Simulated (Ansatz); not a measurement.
# H6C2SO2: the cost of one run

All numbers below are computed with Ansatz 0.2.0 (DFT PBE+D3(BJ), plane waves, PAW, scalar-relativistic, no spin polarisation).

### 1 The system as given

The cell holds 33 atoms (C6H18O6S3): a = 7.926 Å, b = 7.926 Å, c = 7.926 Å, α = 90.00°, β = 90.00°, γ = 90.00°.

The coordinates stand in the first input below.

### 2 Preparing the start

input.yaml reads:

```yaml
crystal:
  lattice:
    - [7.926408, 0.0, 0.0]
    - [0.0, 7.926408, 0.0]
    - [0.0, 0.0, 7.926408]
  atoms:
    - { symbol: C, position: [0.5637218, 0.1349958, 0.9870181] }
    - { symbol: C, position: [0.6316847, 0.0453812, 0.8310124] }
    - { symbol: H, position: [0.6399914, 0.1062185, 1.098212] }
    - { symbol: H, position: [0.564257, 0.2718257, 0.9700887] }
    - { symbol: H, position: [0.4340836, 0.0966085, 1.0140299] }
    - { symbol: H, position: [0.5554151, 0.0741585, 0.7198184] }
    - { symbol: H, position: [0.7613229, 0.0837685, 0.8040005] }
    - { symbol: H, position: [0.6311494, -0.0914487, 0.8479417] }
    - { symbol: C, position: [0.5890074, 0.7158486, 0.4738125] }
    - { symbol: C, position: [0.6614715, 0.7508373, 0.2991349] }
    - { symbol: H, position: [0.4765442, 0.7920711, 0.4972952] }
    - { symbol: H, position: [0.5534182, 0.5833392, 0.4873761] }
    - { symbol: H, position: [0.6807274, 0.7449357, 0.5725581] }
    - { symbol: H, position: [0.7739347, 0.6746148, 0.2756522] }
    - { symbol: H, position: [0.5697515, 0.7217502, 0.2003894] }
    - { symbol: H, position: [0.6970607, 0.8833467, 0.2855714] }
    - { symbol: C, position: [0.1010602, 0.4822705, 0.553534] }
    - { symbol: C, position: [0.1013856, 0.4868808, 0.3612681] }
    - { symbol: H, position: [0.102389, 0.6095833, 0.6064393] }
    - { symbol: H, position: [-0.0110532, 0.41805, 0.6016547] }
    - { symbol: H, position: [0.211592, 0.4155942, 0.6019725] }
    - { symbol: H, position: [0.1000568, 0.3595681, 0.3083627] }
    - { symbol: H, position: [-0.0091462, 0.5535572, 0.3128296] }
    - { symbol: H, position: [0.213499, 0.5511014, 0.3131474] }
    - { symbol: S, position: [0.0892806, 0.9383915, 0.5522551] }
    - { symbol: O, position: [0.1635943, 1.0623471, 0.6698201] }
    - { symbol: O, position: [0.1447863, 0.9345707, 0.374453] }
    - { symbol: S, position: [0.3914039, 0.5757152, 0.919275] }
    - { symbol: O, position: [0.3213792, 0.6935614, 0.793109] }
    - { symbol: O, position: [0.334422, 0.3983602, 0.9219825] }
    - { symbol: S, position: [0.0769773, 0.8884425, -0.0085028] }
    - { symbol: O, position: [-0.1088066, 0.8810976, -0.0203123] }
    - { symbol: O, position: [0.1608328, 1.0495569, 0.0329632] }
basis:
  ecutwfc: 420.0
kpoints:
  mp_grid: { grid: [1, 1, 1] }
hamiltonian:
  xc: pbe
  dispersion: d3bj
scf:
  occupations: { method: fermi_dirac, width: 0.02 }
  lower_state_search: "off"
relax:
  f_tol: 0.3
  max_steps: 15
  adjacent_minimum: "off"
output:
  write_density: true
  write_potential: true
  elf: true
  volumetric_format: npy
```

Launch:

```console
> ansatz run input.yaml --threads 1 --pin off --max-ram 3072MiB --backend cpu --events-out ev --progress --plain --runs-dir out
```

What time and memory should one allow on 1 thread of Arm Neoverse V1, shared host?

About 67 s, with a peak of 0.5 GiB.
